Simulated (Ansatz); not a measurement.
# H₆O₂Si₂Sn: one species, many methods

An exercise on one series of results from a longer session: the logs are not shown, and one member is left open.

Method: functionals in def2-TZVPP, the program's frozen cores in correlated methods; program: Ansatz 0.2.0, Gaussian basis.

The runs, in order: LDA (SPW92), PBE-D4, revPBE-D4, BLYP-D4, r2SCAN-D4, B97M-V, PBE0-D4, B3LYP-D4, r2SCANh-D4, r2SCAN0-D4, HSE06-D4, BHLYP-D4, CAM-B3LYP-D4, LC-ωPBE, ωB97X-V, ωB97M-V, B2PLYP, PBE-QIDH; CCSD(T)/def2-SVP; CCSD(T)/def2-TZVPP; MP2/def2-QZVPP; extrapolation to the limit; RPA on PBE.

## The geometry

All runs share one geometry, relaxed beforehand with PBE0-D4 in a triple-zeta def2 set. Sn takes the def2 core potential; no spin-orbit term is included.

SMILES `[SiH3][O][Sn][O][SiH3]`, 11 atoms, charge 0, spin multiplicity 1.

Atoms are counted from 1 here; the program's logs count them from 0.

Bond lengths: Si1–O2 1.633 Å, Si1–H6 1.488 Å, Si1–H7 1.488 Å, Si1–H8 1.490 Å, O2–Sn3 1.972 Å, Sn3–O4 1.972 Å, O4–Si5 1.632 Å, Si5–H9 1.488 Å, Si5–H10 1.490 Å, Si5–H11 1.488 Å. Angles: O2–Si1–H6 110.7°, O2–Si1–H7 109.5°, O2–Si1–H8 111.2°, H6–Si1–H7 108.7°, H6–Si1–H8 108.4°, H7–Si1–H8 108.3°, Si1–O2–Sn3 147.5°, O2–Sn3–O4 98.4°, Sn3–O4–Si5 148.4°, O4–Si5–H9 109.5°, O4–Si5–H10 111.2°, O4–Si5–H11 110.7°, H9–Si5–H10 108.3°, H9–Si5–H11 108.6°, H10–Si5–H11 108.4°.

Coordinates:

```xyz
11

Si   -1.7332    0.8722   -0.4816
O    -1.8609   -0.4610    0.4526
Sn   -0.9660   -2.0312    1.2420
O     0.8943   -1.5641    0.7851
Si    1.9507   -0.4536    0.2230
H    -1.4181    2.0674    0.3470
H    -3.0212    1.1082   -1.1883
H    -0.6607    0.7136   -1.5042
H     3.2608   -0.6235    0.9078
H     1.4647    0.9317    0.4791
H     2.1549   -0.6166   -1.2419
```

Set-up of the first run:

Input file in.yaml:

```yaml
crystal:
  periodic: [false, false, false]
  atoms:
    - {symbol: Si, position_ang: [-1.733229, 0.872193, -0.481625]}
    - {symbol: O, position_ang: [-1.860873, -0.460988, 0.452628]}
    - {symbol: Sn, position_ang: [-0.965977, -2.031193, 1.242020]}
    - {symbol: O, position_ang: [0.894337, -1.564144, 0.785084]}
    - {symbol: Si, position_ang: [1.950679, -0.453633, 0.223041]}
    - {symbol: H, position_ang: [-1.418068, 2.067366, 0.347019]}
    - {symbol: H, position_ang: [-3.021249, 1.108224, -1.188345]}
    - {symbol: H, position_ang: [-0.660727, 0.713607, -1.504219]}
    - {symbol: H, position_ang: [3.260839, -0.623534, 0.907808]}
    - {symbol: H, position_ang: [1.464665, 0.931745, 0.479115]}
    - {symbol: H, position_ang: [2.154901, -0.616644, -1.241925]}
basis:
  gaussian: {orbitals: def2-TZVPP}
hamiltonian: {xc: lda}
output: {orbitals: {seedname: orbitals}}
```

Run with:

```sh
> ansatz run in.yaml --threads 2 --pin off --events-out ev --progress --plain --max-ram 32768MiB --backend cuda --devices 0, --max-vram 18GiB
```

Steps of the session up to this table: LDA; PBE-D4 (GGA); revPBE-D4 (GGA); BLYP-D4 (GGA); r2SCAN-D4 (meta-GGA); B97M-V (meta-GGA); PBE0-D4 (hybrid); B3LYP-D4 (hybrid); r2SCANh-D4 (hybrid); r2SCAN0-D4 (hybrid); HSE06-D4 (hybrid); BHLYP-D4 (hybrid); CAM-B3LYP-D4 (range-separated); LC-ωPBE (range-separated); ωB97X-V (range-separated); ωB97M-V (range-separated); B2PLYP (double hybrid); PBE-QIDH (double hybrid).

One table of the session follows, with a row left open; its other results are not shown here.

It belongs to the step «Frontier levels by functional». 

| functional | HOMO (eV) | LUMO (eV) | gap (eV) |
| --- | --- | --- | --- |
| LDA (SPW92) | -6.91 | -3.37 | 3.54 |
| PBE-D4 | -6.80 | -3.14 | 3.66 |
| revPBE-D4 | -6.75 | -3.05 | 3.71 |
| BLYP-D4 | -6.70 | -3.08 | 3.63 |
| r2SCAN-D4 | -7.15 | -3.06 | 4.10 |
| B97M-V | -7.26 | -3.16 | 4.10 |
| PBE0-D4 | -8.21 | -2.45 | 5.77 |
| B3LYP-D4 | -8.00 | -2.69 | 5.31 |
| r2SCANh-D4 | -7.67 | -2.79 | 4.88 |
| r2SCAN0-D4 | -8.46 | -2.40 | 6.05 |
| HSE06-D4 | -7.81 | -2.81 | 5.00 |
| BHLYP-D4 | -9.31 | -1.74 | 7.57 |
| CAM-B3LYP-D4 | ? | ? | ? |
| LC-ωPBE | -10.82 | -0.44 | 10.38 |
| ωB97X-V | -10.54 | -0.55 | 9.98 |
| ωB97M-V | -10.49 | -0.74 | 9.75 |

Q: Estimate the row for CAM-B3LYP-D4 from the others.

The run gave: HOMO (eV): -9.61; LUMO (eV): -1.54; gap (eV): 8.07. In the column «HOMO (eV)» it lies between ωB97M-V (-10.49) and BHLYP-D4 (-9.31).
